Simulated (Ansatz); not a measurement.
# C4H15ClN2Si2: molecular dynamics

The plan is to follow the molecule's vibrations and see whether its bonds hold. The start is relaxed first. Runs: 40 steps of 2 fs at constant energy, with velocities drawn for 300 K. SMILES of the start: CN(C)[Si]([SiH3])(Cl)N(C)C.

Method: RKS B3LYP/STO-3G, in Ansatz 0.2.0.

### 1 The starting structure

Bond lengths (14 of 23 bonds, heavy atoms first): Si1–Cl2 2.130 Å, Si1–Si3 2.220 Å, Si1–N7 1.819 Å, N7–C8 1.470 Å, N7–C12 1.470 Å, Si1–N16 1.819 Å, N16–C17 1.470 Å, N16–C21 1.470 Å, Si3–H4 1.460 Å, Si3–H5 1.460 Å, Si3–H6 1.460 Å, C8–H9 1.110 Å, C8–H10 1.110 Å, C8–H11 1.110 Å. Angles (14 of 42 angles, heavy atoms first): Cl2–Si1–Si3 109.5°, Cl2–Si1–N7 109.5°, Cl2–Si1–N16 109.5°, Si3–Si1–N7 109.5°, Si3–Si1–N16 109.5°, N7–Si1–N16 109.5°, Si1–N7–C8 120.0°, Si1–N7–C12 120.0°, C8–N7–C12 120.0°, Si1–N16–C17 120.0°, Si1–N16–C21 120.0°, C17–N16–C21 120.0°, Si1–Si3–H4 109.5°, Si1–Si3–H5 109.5°.

As a file:

```xyz
24

Si    0.0000    0.0000    0.0000
Cl    0.0000    0.0000    2.1300
Si    2.0935    0.0000   -0.7393
H     2.5508   -1.3762   -0.9079
H     2.1573    0.6939   -2.0222
H     2.9510    0.6823    0.2255
N    -0.8572    1.4851   -0.6061
C    -2.2719    1.4087   -0.9981
H    -2.8245    0.7784   -0.2704
H    -2.7088    2.4290   -1.0098
H    -2.3521    0.9607   -2.0106
C    -0.1354    2.7620   -0.7039
H    -0.2436    3.1711   -1.7300
H    -0.5567    3.4827    0.0276
H     0.9399    2.5975   -0.4831
N    -0.8572   -1.4851   -0.6061
C    -1.5991   -2.3398    0.3320
H    -1.2218   -2.1735    1.3626
H    -2.6791   -2.0872    0.2887
H    -1.4574   -3.4051    0.0541
C    -0.8082   -1.8308   -2.0340
H    -1.6103   -1.2865   -2.5747
H     0.1794   -1.5432   -2.4511
H    -0.9565   -2.9241   -2.1559
```

### 2 Preparing the start

input.yaml reads:

```yaml
crystal:
  periodic: [false, false, false]
  atoms:
    - { symbol: Si, position_ang: [0.0, 0.0, 0.0] }
    - { symbol: Cl, position_ang: [0.0, 0.0, 2.13] }
    - { symbol: Si, position_ang: [2.0935, 0.0, -0.7393] }
    - { symbol: H, position_ang: [2.5508, -1.3762, -0.9079] }
    - { symbol: H, position_ang: [2.1573, 0.6939, -2.0222] }
    - { symbol: H, position_ang: [2.951, 0.6823, 0.2255] }
    - { symbol: "N", position_ang: [-0.8572, 1.4851, -0.6061] }
    - { symbol: C, position_ang: [-2.2719, 1.4087, -0.9981] }
    - { symbol: H, position_ang: [-2.8245, 0.7784, -0.2704] }
    - { symbol: H, position_ang: [-2.7088, 2.429, -1.0098] }
    - { symbol: H, position_ang: [-2.3521, 0.9607, -2.0106] }
    - { symbol: C, position_ang: [-0.1354, 2.762, -0.7039] }
    - { symbol: H, position_ang: [-0.2436, 3.1711, -1.73] }
    - { symbol: H, position_ang: [-0.5567, 3.4827, 0.0276] }
    - { symbol: H, position_ang: [0.9399, 2.5975, -0.4831] }
    - { symbol: "N", position_ang: [-0.8572, -1.4851, -0.6061] }
    - { symbol: C, position_ang: [-1.5991, -2.3398, 0.332] }
    - { symbol: H, position_ang: [-1.2218, -2.1735, 1.3626] }
    - { symbol: H, position_ang: [-2.6791, -2.0872, 0.2887] }
    - { symbol: H, position_ang: [-1.4574, -3.4051, 0.0541] }
    - { symbol: C, position_ang: [-0.8082, -1.8308, -2.034] }
    - { symbol: H, position_ang: [-1.6103, -1.2865, -2.5747] }
    - { symbol: H, position_ang: [0.1794, -1.5432, -2.4511] }
    - { symbol: H, position_ang: [-0.9565, -2.9241, -2.1559] }
basis:
  gaussian: { orbitals: STO-3G }
hamiltonian:
  xc: b3lyp
relax:
  f_tol: 0.02
  max_steps: 40
```

Command:

```
$ ansatz run input.yaml --threads 1 --pin off --max-ram 2048MiB --backend cpu --events-out ev --progress --plain --runs-dir out
```

Output, cut to the lines that bear on the results:

```text
Warning: RAYON_NUM_THREADS=1 ignored (pool sized by the plan → 1); use --threads N
[...]
Functional definition: B3LYP
[...]
1035 factors; integrals over basis functions are off by at most 1.3e-5 eV
[...]
mean field -35243.32817332 eV, -1295.1684215837 hartree, gradient 1.8e-5 eV, S^2 0.000000; 0 other end points of the search recorded, 0 dependent functions left out
[...]
reference -35243.32845295 eV, -1295.1684318597 hartree; 49, 49 occupied and 23, 23 virtual orbitals, 1035 factors
relax step   1: F+E_penalty+E_count = -35243.32817332 eV  Δ(F+E_penalty+E_count) = +0.000e0 eV  max|allowed force component| = 2.831e0 eV/Å  Δτ_max = 0.0000 Å  (23 SCF iters, accepted)
[...]
relax step   3: F+E_penalty+E_count = -35243.81028117 eV  Δ(F+E_penalty+E_count) = -8.753e-2 eV  max|allowed force component| = 2.912e-1 eV/Å  Δτ_max = 0.1045 Å  (24 SCF iters, accepted)
[...]
relax step   5: F+E_penalty+E_count = -35243.87157070 eV  Δ(F+E_penalty+E_count) = -2.429e-2 eV  max|allowed force component| = 3.728e-1 eV/Å  Δτ_max = 0.1729 Å  (25 SCF iters, accepted)
[...]
relax step   7: F+E_penalty+E_count = -35243.92667546 eV  Δ(F+E_penalty+E_count) = -3.474e-2 eV  max|allowed force component| = 1.753e-1 eV/Å  Δτ_max = 0.2000 Å  (23 SCF iters, accepted)
[...]
relax step   9: F+E_penalty+E_count = -35243.96111975 eV  Δ(F+E_penalty+E_count) = -1.865e-2 eV  max|allowed force component| = 1.957e-1 eV/Å  Δτ_max = 0.2000 Å  (25 SCF iters, accepted)
[...]
relax step  10: F+E_penalty+E_count = -35243.96947366 eV  Δ(F+E_penalty+E_count) = -8.354e-3 eV  max|allowed force component| = 1.359e-1 eV/Å  Δτ_max = 0.0676 Å  (24 SCF iters, accepted)
[...]
relax step  11: F+E_penalty+E_count = -35243.97581693 eV  Δ(F+E_penalty+E_count) = -6.343e-3 eV  max|allowed force component| = 4.264e-1 eV/Å  Δτ_max = 0.1990 Å  (24 SCF iters, accepted)
[...]
1038 factors; integrals over basis functions are off by at most 2.8e-5 eV
mean field -35243.98708017 eV, -1295.1926359638 hartree, gradient 2.1e-5 eV, S^2 0.000000; 0 other end points of the search recorded, 0 dependent functions left out
[...]
reference -35243.98736599 eV, -1295.1926464675 hartree; 49, 49 occupied and 23, 23 virtual orbitals, 1038 factors
```

### 3 More of the same log: start relaxed

The log, continued, cut to the lines that bear on the results:

```text
relax step  12: F+E_penalty+E_count = -35243.98708017 eV  Δ(F+E_penalty+E_count) = -1.126e-2 eV  max|allowed force component| = 9.584e-2 eV/Å  Δτ_max = 0.0210 Å  (25 SCF iters, accepted)
[...]
relax step  14: F+E_penalty+E_count = -35243.99286179 eV  Δ(F+E_penalty+E_count) = -1.537e-3 eV  max|allowed force component| = 9.300e-2 eV/Å  Δτ_max = 0.0862 Å  (24 SCF iters, accepted)
[...]
relax step  16: F+E_penalty+E_count = -35243.99531299 eV  Δ(F+E_penalty+E_count) = -1.316e-3 eV  max|allowed force component| = 3.340e-2 eV/Å  Δτ_max = 0.0145 Å  (20 SCF iters, accepted)
[...]
relax step  18: F+E_penalty+E_count = -35243.99646820 eV  Δ(F+E_penalty+E_count) = -5.610e-4 eV  max|allowed force component| = 1.774e-2 eV/Å  Δτ_max = 0.0495 Å  (25 SCF iters, accepted)
[...]
Atom 14 at     0.883087     2.646384    -1.016198 Å, force     0.001817    -0.000177     0.000463 eV/Å
Atom 15 at    -0.699188    -1.545847    -0.576891 Å, force    -0.010963     0.011626    -0.007279 eV/Å
Atom 16 at    -1.894274    -2.064868     0.141603 Å, force     0.003628    -0.000679    -0.002482 eV/Å
Atom 17 at    -1.925351    -1.629156     1.155827 Å, force    -0.000741    -0.003986    -0.008853 eV/Å
Atom 18 at    -2.851352    -1.831398    -0.374138 Å, force     0.008992    -0.003702     0.005251 eV/Å
Atom 19 at    -1.830158    -3.166769     0.237946 Å, force    -0.001431     0.008477    -0.001792 eV/Å
Atom 20 at    -0.527642    -2.139324    -1.930804 Å, force    -0.003897     0.002339     0.004292 eV/Å
Atom 21 at    -1.315275    -1.824356    -2.651125 Å, force     0.014329    -0.008256     0.013762 eV/Å
Atom 22 at     0.450822    -1.848320    -2.353989 Å, force    -0.010455    -0.001309     0.005509 eV/Å
Atom 23 at    -0.557274    -3.244939    -1.867980 Å, force    -0.000864     0.012654    -0.002298 eV/Å
Dipole moment:    -0.033259     0.059109    -0.591700 e Å
```

It took 6.9 min on 1 thread of Intel Xeon at 2.50GHz (Skylake/Cascade Lake), shared host; peak memory 0.25 GiB.

Relaxation path:

```tsv
step	energy from step 1 (eV)	largest force component (eV/Å)
1	0.0000	2.8314
2	-0.3946	1.3185
3	-0.4821	0.2912
4	-0.5191	0.3314
5	-0.5434	0.3728
6	-0.5638	0.4741
7	-0.5985	0.1753
8	-0.6143	0.2849
9	-0.6329	0.1957
10	-0.6413	0.1359
11	-0.6476	0.4264
12	-0.6589	0.0958
13	-0.6632	0.1276
14	-0.6647	0.0930
15	-0.6658	0.0654
16	-0.6671	0.0334
17	-0.6677	0.0094
18	-0.6683	0.0177
19	-0.6685	0.0228
20	-0.6687	0.0143
```

Step 1 is the start.

After: Bond lengths (14 of 23 bonds, heavy atoms first): Si1–Cl2 2.154 Å, Si1–Si3 2.279 Å, Si1–N7 1.761 Å, N7–C8 1.499 Å, N7–C12 1.499 Å, Si1–N16 1.744 Å, N16–C17 1.488 Å, N16–C21 1.488 Å, Si3–H4 1.444 Å, Si3–H5 1.445 Å, Si3–H6 1.444 Å, C8–H9 1.103 Å, C8–H10 1.111 Å, C8–H11 1.106 Å. Angles (14 of 42 angles, heavy atoms first): Cl2–Si1–Si3 109.8°, Cl2–Si1–N7 108.9°, Cl2–Si1–N16 103.9°, Si3–Si1–N7 109.7°, Si3–Si1–N16 112.1°, N7–Si1–N16 112.3°, Si1–N7–C8 118.2°, Si1–N7–C12 117.7°, C8–N7–C12 110.6°, Si1–N16–C17 123.0°, Si1–N16–C21 119.9°, C17–N16–C21 113.1°, Si1–Si3–H4 109.7°, Si1–Si3–H5 110.6°.

### 4 The run

40 steps of 2 fs at constant energy, with velocities drawn for 300 K, from the relaxed start.

input.yaml reads:

```yaml
crystal:
  periodic: [false, false, false]
  atoms:
    - { symbol: Si, position_ang: [0.049571, -0.017505, -0.196858] }
    - { symbol: Cl, position_ang: [-0.086699, 0.104803, 1.94954] }
    - { symbol: Si, position_ang: [2.236478, 0.046515, -0.835024] }
    - { symbol: H, position_ang: [2.862706, -1.224468, -0.557269] }
    - { symbol: H, position_ang: [2.346435, 0.317545, -2.250442] }
    - { symbol: H, position_ang: [2.94098, 1.079816, -0.11283] }
    - { symbol: "N", position_ang: [-0.815997, 1.344612, -0.902201] }
    - { symbol: C, position_ang: [-2.299465, 1.423162, -0.698736] }
    - { symbol: H, position_ang: [-2.750694, 0.43374, -0.883955] }
    - { symbol: H, position_ang: [-2.584569, 1.751394, 0.324121] }
    - { symbol: H, position_ang: [-2.732722, 2.142667, -1.418446] }
    - { symbol: C, position_ang: [-0.194461, 2.703874, -0.783109] }
    - { symbol: H, position_ang: [-0.666971, 3.39074, -1.509744] }
    - { symbol: H, position_ang: [-0.305888, 3.151598, 0.228001] }
    - { symbol: H, position_ang: [0.883087, 2.646384, -1.016198] }
    - { symbol: "N", position_ang: [-0.699188, -1.545847, -0.576891] }
    - { symbol: C, position_ang: [-1.894274, -2.064868, 0.141603] }
    - { symbol: H, position_ang: [-1.925351, -1.629156, 1.155827] }
    - { symbol: H, position_ang: [-2.851352, -1.831398, -0.374138] }
    - { symbol: H, position_ang: [-1.830158, -3.166769, 0.237946] }
    - { symbol: C, position_ang: [-0.527642, -2.139324, -1.930804] }
    - { symbol: H, position_ang: [-1.315275, -1.824356, -2.651125] }
    - { symbol: H, position_ang: [0.450822, -1.84832, -2.353989] }
    - { symbol: H, position_ang: [-0.557274, -3.244939, -1.86798] }
basis:
  gaussian: { orbitals: STO-3G }
hamiltonian:
  xc: b3lyp
md:
  timestep: 2.0
  n_steps: 40
  ensemble: nve
  temperature: 300.0
  initial_velocities: maxwell_boltzmann
  seed: 65215
```

Command:

```
$ ansatz run input.yaml --threads 1 --pin off --max-ram 2048MiB --backend cpu --events-out ev --progress --plain --runs-dir out
```

Output, cut to the lines that bear on the results:

```text
Warning: RAYON_NUM_THREADS=1 ignored (pool sized by the plan → 1); use --threads N
[...]
[... 1 set-up line as earlier in the session ...]
[...]
1035 factors; integrals over basis functions are off by at most 1.3e-5 eV
[...]
mean field -35243.99683662 eV, -1295.1929945068 hartree, gradient 1.4e-5 eV, S^2 0.000000; 0 other end points of the search recorded, 0 dependent functions left out
[...]
reference -35243.99711891 eV, -1295.1930048805 hartree; 49, 49 occupied and 23, 23 virtual orbitals, 1035 factors
md step     0: t =     0.00 fs  T =   300.0 K  F+E_penalty+E_count = -35243.99683662 eV  E_kin = 0.853116 eV  conserved = -35243.14372063 eV  (22 SCF iters)
[...]
md step    10: t =    20.00 fs  T =   128.3 K  F+E_penalty+E_count = -35243.40690544 eV  E_kin = 0.364936 eV  conserved = -35243.04196913 eV  (27 SCF iters)
[...]
Atom 14 at     0.919778     2.376291    -1.463290 Å, force     0.078978    -0.029388    -0.116301 eV/Å
Atom 15 at    -0.716743    -1.547232    -0.566777 Å, force    -0.685057    -0.777680    -0.374149 eV/Å
Atom 16 at    -1.887036    -2.136666     0.114379 Å, force     1.462227    -1.846831     1.470359 eV/Å
Atom 17 at    -1.916309    -1.704886     1.160881 Å, force    -0.365027    -0.571097    -0.964081 eV/Å
Atom 18 at    -2.813416    -2.017312    -0.426050 Å, force    -1.213903     0.664116    -0.437270 eV/Å
Atom 19 at    -1.739379    -3.282282     0.154246 Å, force    -0.135654     1.546644     0.342471 eV/Å
Atom 20 at    -0.495919    -2.041681    -1.933129 Å, force    -0.116781    -1.595730    -0.624514 eV/Å
Atom 21 at    -1.194903    -1.638094    -2.712369 Å, force     0.218100     0.070210     0.313733 eV/Å
Atom 22 at     0.543636    -1.775222    -2.205215 Å, force    -0.131937    -0.261077    -0.415324 eV/Å
Atom 23 at    -0.624585    -3.179210    -1.962608 Å, force     0.372414     1.296939     0.039260 eV/Å
Dipole moment:    -0.035193     0.010735    -0.622485 e Å
```

It took 15 min on 1 thread of Intel Xeon at 2.50GHz (Skylake/Cascade Lake), shared host; peak memory 0.24 GiB.

### 5 Frames and traces

The trajectory, every 2 steps (energies from step 0):

```tsv
time (fs)	T (K)	potential energy change (meV/atom)	total energy change (meV/atom)
0.0	300	0.0	0.00
4.0	199	13.6	1.65
8.0	169	18.0	2.52
12.0	153	20.8	3.33
16.0	107	27.5	4.66
20.0	128	24.6	4.24
24.0	106	26.5	3.46
28.0	168	17.5	1.78
32.0	130	21.7	1.60
36.0	113	23.4	1.31
40.0	175	15.9	1.12
44.0	141	21.6	2.84
48.0	169	18.7	3.16
52.0	135	23.6	4.07
56.0	138	23.4	4.22
60.0	165	19.1	3.11
64.0	145	20.6	2.23
68.0	183	15.3	1.38
72.0	164	17.7	1.58
76.0	144	20.4	1.96
80.0	136	22.5	3.04
```

time (fs), T (K) and a bar:
```
      0.0        300 ##############################
      4.0        199 #################
      6.0        148 ###########
     10.0        185 ###############
     14.0        147 ###########
     18.0        170 ##############
     20.0        128 ########
     24.0        106 #####
     28.0        168 #############
     32.0        130 ########
     34.0         64 
     38.0        114 ######
     42.0        148 ###########
     46.0        161 ############
     48.0        169 #############
     52.0        135 #########
     56.0        138 #########
     60.0        165 #############
     62.0        145 ##########
     66.0        141 ##########
     70.0        153 ###########
     74.0        119 #######
     76.0        144 ##########
     80.0        136 #########
```

### 6 Positions and forces

Extended XYZ, with forces in eV/Å:

```xyz
24
time_fs=20.0 T=128 dE=0.5899
Si    0.029    0.013   -0.157   -0.175   -1.183   -1.022
Cl   -0.061    0.087    1.981   -0.226    0.144   -0.010
Si    2.203    0.059   -0.796   -0.077    1.053   -0.851
H     2.793   -1.215   -0.665    0.437   -0.790    0.492
H     2.234    0.278   -2.243    0.022    0.260    0.473
H     2.967    1.099   -0.103   -0.207   -0.436   -0.264
N    -0.840    1.321   -1.027   -0.083    0.804    0.317
C    -2.300    1.542   -0.679    0.660    0.859    0.758
H    -2.792    0.596   -0.607   -0.767   -1.308    0.108
H    -2.437    2.091    0.301    0.062   -0.394   -0.718
H    -2.789    2.121   -1.474   -0.047    0.255   -0.184
C    -0.200    2.695   -0.833    0.550    0.020   -0.776
H    -0.738    3.496   -1.412    0.361   -0.803    0.164
H    -0.269    2.965    0.220    0.112    0.538    0.782
H     0.885    2.693   -1.122   -0.762   -0.061    0.036
N    -0.616   -1.627   -0.557    0.396    0.727   -1.047
C    -1.871   -2.062    0.101   -1.075    1.764   -1.416
H    -1.797   -1.867    1.152   -0.078    0.329    1.393
H    -2.825   -1.580   -0.311    0.948   -0.353    0.477
H    -1.988   -3.104   -0.050   -0.203   -2.053   -0.146
C    -0.543   -2.203   -1.987    0.925    2.119    0.208
H    -1.457   -2.042   -2.618    0.347    0.335    0.356
H     0.378   -1.812   -2.552   -1.338   -0.431    0.863
H    -0.439   -3.267   -1.873    0.217   -1.396    0.004
24
time_fs=40.0 T=175 dE=0.3810
Si    0.005   -0.044   -0.220    0.211    1.329    0.975
Cl   -0.057    0.080    1.996   -0.136    0.000   -1.074
Si    2.186    0.074   -0.796    0.541   -0.585    0.579
H     2.806   -1.204   -0.425   -0.227    0.442   -0.496
H     2.397    0.441   -2.168    0.024   -0.193   -0.291
H     2.861    1.056    0.002    0.017    0.295    0.148
N    -0.864    1.340   -0.984   -0.210   -0.032    0.600
C    -2.329    1.588   -0.657    0.373   -0.807    0.625
H    -2.855    0.621   -0.519    0.127    0.245   -0.005
H    -2.442    2.190    0.274   -0.118   -0.141   -0.187
H    -2.817    2.115   -1.484   -0.093    0.337   -0.329
C    -0.153    2.676   -0.884    0.095   -0.032   -0.930
H    -0.711    3.425   -1.508    0.409   -0.466    0.292
H    -0.073    3.099    0.139   -0.032   -0.150    0.127
H     0.871    2.550   -1.306   -0.310    0.285    0.200
N    -0.589   -1.639   -0.539    0.002   -0.005    0.076
C    -1.853   -2.076    0.080   -1.022    1.031   -0.464
H    -1.766   -1.966    1.155   -0.224    0.081    0.822
H    -2.743   -1.498   -0.305    0.387   -0.245    0.429
H    -2.059   -3.104   -0.178    0.054   -1.118   -0.024
C    -0.515   -2.143   -1.920   -0.469   -0.044   -1.464
H    -1.485   -1.957   -2.475    0.803    0.057    0.138
H     0.324   -1.665   -2.487   -0.423   -0.364    0.278
H    -0.386   -3.246   -1.918    0.221    0.081   -0.024
24
time_fs=60.0 T=165 dE=0.4573
Si    0.006   -0.005   -0.195    0.086   -1.526   -0.095
Cl   -0.069    0.077    1.923   -0.095    0.018    0.649
Si    2.211    0.093   -0.784   -0.002   -0.516    0.257
H     2.881   -1.179   -0.497   -0.301    0.461   -0.196
H     2.375    0.449   -2.166    0.049   -0.073   -0.259
H     2.839    1.118   -0.003    0.173    0.189    0.165
N    -0.871    1.346   -0.830   -0.052   -0.231   -0.035
C    -2.329    1.569   -0.615   -0.400   -1.254   -1.011
H    -2.885    0.577   -0.610    0.656    1.071    0.102
H    -2.538    2.106    0.311   -0.270    0.329    0.673
H    -2.717    2.164   -1.472   -0.051   -0.056    0.288
C    -0.103    2.604   -0.967   -0.351    1.005    0.624
H    -0.657    3.258   -1.656    0.052    0.268   -0.231
H     0.058    3.211   -0.012   -0.131   -0.812   -0.778
H     0.868    2.367   -1.415    0.401    0.205   -0.064
N    -0.636   -1.647   -0.540   -0.776    0.101    0.724
C    -1.940   -2.134    0.152    2.104   -1.075   -0.350
H    -1.868   -1.882    1.245   -0.173   -0.188   -0.817
H    -2.832   -1.719   -0.297   -0.958    0.770   -0.279
H    -2.051   -3.258    0.007    0.476    1.091    0.385
C    -0.464   -2.093   -1.965   -2.245   -1.619    0.088
H    -1.336   -1.782   -2.619    0.650   -0.148    0.310
H     0.426   -1.627   -2.347    1.083    0.288   -0.622
H    -0.391   -3.243   -2.083    0.072    1.702    0.468
24
time_fs=80.0 T=136 dE=0.5403
Si    0.014   -0.075   -0.174    0.729    2.511   -0.310
Cl   -0.089    0.075    1.914   -0.081   -0.189    1.274
Si    2.229    0.117   -0.773   -0.522    0.486   -0.843
H     2.817   -1.157   -0.634    0.551   -0.768    0.534
H     2.339    0.319   -2.219   -0.069    0.355    0.472
H     2.952    1.155   -0.032   -0.285   -0.434   -0.264
N    -0.850    1.348   -0.759    0.459   -0.317   -0.706
C    -2.325    1.534   -0.560    0.313    0.239   -1.402
H    -2.835    0.556   -0.691    0.074    0.195    0.199
H    -2.593    1.960    0.420   -0.105    0.129    0.303
H    -2.707    2.221   -1.375    0.179   -0.489    0.789
C    -0.087    2.606   -1.087   -0.767    0.315    2.230
H    -0.632    3.224   -1.808   -0.189    0.014   -0.575
H     0.008    3.261   -0.154    0.230   -0.544   -0.936
H     0.920    2.376   -1.463    0.079   -0.029   -0.116
N    -0.717   -1.547   -0.567   -0.685   -0.778   -0.374
C    -1.887   -2.137    0.114    1.462   -1.847    1.470
H    -1.916   -1.705    1.161   -0.365   -0.571   -0.964
H    -2.813   -2.017   -0.426   -1.214    0.664   -0.437
H    -1.739   -3.282    0.154   -0.136    1.547    0.343
C    -0.496   -2.042   -1.933   -0.117   -1.596   -0.625
H    -1.195   -1.638   -2.712    0.218    0.070    0.314
H     0.544   -1.775   -2.205   -0.132   -0.261   -0.415
H    -0.625   -3.179   -1.963    0.372    1.297    0.039
```

### 7 Summary of results

| quantity | value |
| --- | --- |
| relaxation of the start | 19 moves, 0.669 eV lower |
| length | 40 steps of 2 fs |
| temperature, first and last step | 300 and 136 K |
| temperature, second half | mean 154 K, from 119 to 192 K |
| potential energy, second half | +20 meV/atom from the start |
| largest change of the total energy | 4.66 meV/atom |
| bonds formed or broken | 0 |

**Reading.** The temperature starts at 300 K and averages 154 K in the second half, where it ranges from 119 to 192 K; a mean near half the start is what vibrations about a minimum give, since they share energy equally between motion and strain. The total energy strays from its start by at most 4.66 meV/atom, 26 % of the mean kinetic energy, which is poor: the step of 2 fs is too long for the fastest motion. No bond forms or breaks. 80 fs on 24 atoms is far too short and small for converged averages. The nuclei move classically, without zero-point motion, which matters most for hydrogen. The basis is very small, so the numbers are rough.
